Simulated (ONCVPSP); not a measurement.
# An ONCV potential for molybdenum, from input to tests

Aim: build the potential from the settings below, then test how well it stands in for the atom: other configurations, scattering, ghost states and the plane-wave cutoff that it needs.

Method: ONCVPSP 4.0.1.1 (patched build), LDA (Perdew-Wang 92), scalar-relativistic.

## (1) The design

The settings as typed:

| Item | Value |
| --- | --- |
| element | molybdenum (Mo, Z = 42) |
| type | optimised norm-conserving Vanderbilt (ONCV) |
| frozen core | [Kr] |
| valence charge | 6 |
| reference configuration | 4d5 5s1 |
| partial waves | 5s: rc 2.40 bohr, ncon 4, nbas 8, qcut 2.6 1/bohr, 2 projectors, debl 1 Ha; p scattering state at 0.27 Ha: rc 2.55 bohr, ncon 4, nbas 9, qcut 3.7 1/bohr, 2 projectors, debl 1.1 Ha; 4d: rc 2.45 bohr, ncon 3, nbas 8, qcut 7.1 1/bohr, 2 projectors, debl 2.2 Ha; f scattering state at 0.35 Ha: rc 1.85 bohr, ncon 4, nbas 8, qcut 6.8 1/bohr, 2 projectors, debl 2.7 Ha |
| local potential | polynomial inside 1.25 bohr (lpopt 5, dvloc0 3 Ha) |
| core correction | Teter function fitted to the true core (icmod 2), fcfact 0.3 |

An earlier all-electron run gives the scale for the radii.

All-electron outer shells of the reference configuration (LDA (PZ), scalar-relativistic, ld1.x):

| shell | level (eV) | outermost node (bohr) | outermost maximum (bohr) |
| --- | --- | --- | --- |
| 4p | -38.59 | 0.52 | 1.06 |
| 5s | -4.33 | 1.34 | 2.93 |
| 4d | -3.94 | 0.53 | 1.38 |
| 5p | -1.16 | 1.54 | 4.05 |

## (2) Generation

Contents of Mo.dat:

```
# ATOM AND REFERENCE CONFIGURATION
# atsym  z   nc   nv     iexc    psfile
  Mo 42.00    8    2  -001012      upf
#
#   n    l    f
    1    0    2.00
    2    0    2.00
    2    1    6.00
    3    0    2.00
    3    1    6.00
    3    2   10.00
    4    0    2.00
    4    1    6.00
    4    2    5.00
    5    0    1.00
#
# PSEUDOPOTENTIAL AND OPTIMIZATION
# lmax
    3
#
#   l,   rc,      ep,       ncon, nbas, qcut
    0    2.40    0.00    4    8    2.60
    1    2.55    0.27    4    9    3.70
    2    2.45    0.00    3    8    7.10
    3    1.85    0.35    4    8    6.80
#
# LOCAL POTENTIAL
# lloc, lpopt,  rc(5),   dvloc0
    4    5    1.25    3.00
#
# VANDERBILT-KLEINMAN-BYLANDER PROJECTORs
# l, nproj, debl
    0    2    1.00
    1    2    1.10
    2    2    2.20
    3    2    2.70
#
# MODEL CORE CHARGE
# icmod, fcfact, rcfact
    2    0.30    1.00
#
# LOG DERIVATIVE ANALYSIS
# epsh1, epsh2, depsh
   -2.00    5.00    0.02
#
# OUTPUT GRID
# rlmax, drl
    6.00    0.01
#
# TEST CONFIGURATIONS
# ncnf
    4
# nvcnf
#   n    l    f
    2
    4    2    5.00
    5    0    0.00
#
    2
    4    2    4.00
    5    0    0.00
#
    2
    4    2    3.00
    5    0    0.00
#
    2
    4    2    4.00
    5    0    2.00
#
```

Command:

```
oncvpsp.x < Mo.dat > Mo.out
```

Q: Predict the outcome of this session. Wanted: cutoffs for 1 and 0.1 mHa per electron, occupied waves; bound ghosts; GHOST(+) flags; largest test error; largest phase difference near zero energy, channels read; rms error of d²Exc/dn², without and with the model core.

As calculated:

```
                                                quantity                                            value
  cutoffs for 1 and 0.1 mHa per electron, occupied waves                                  15 Ha and 18 Ha
                                            bound ghosts  s at -50.45 eV, p at -587.75 eV, p at -16.14 eV
                                          GHOST(+) flags                         s at 149 eV, d at 611 eV
                            largest test error (AE − PS)          -54 meV, for 4d4 5s2 (2 tests unsolved)
largest phase difference near zero energy, channels read                                        0.078 rad
 rms error of d²Exc/dn², without and with the model core                                7.80 and 2.68 mHa
```

What this shows: It has a bound ghost (s, p), a state that the atom doesn't have, and that rules the file out. The worst unpolarised test, 4d4 5s2, is off by 54 meV on 0.1 eV; by total energies transferability rates as fair where solved. Of the tests 2 gave no usable energy difference, which is a warning in itself. It counts as soft on the atom at that tolerance, with 15 Ha needed at the looser tolerance. At the looser tolerance the 4d wave is the slowest; 5s needs 3 Ha. Near zero energy the largest phase difference among the channels read is 0.08 rad, in the p channel. The pseudo curves have a pole with no partner nearby in the atom's: s at -1.83 Ha. The program also flags highly localised states, GHOST(+) (s, d). These are tests on the free atom; a crystal test is still owed.
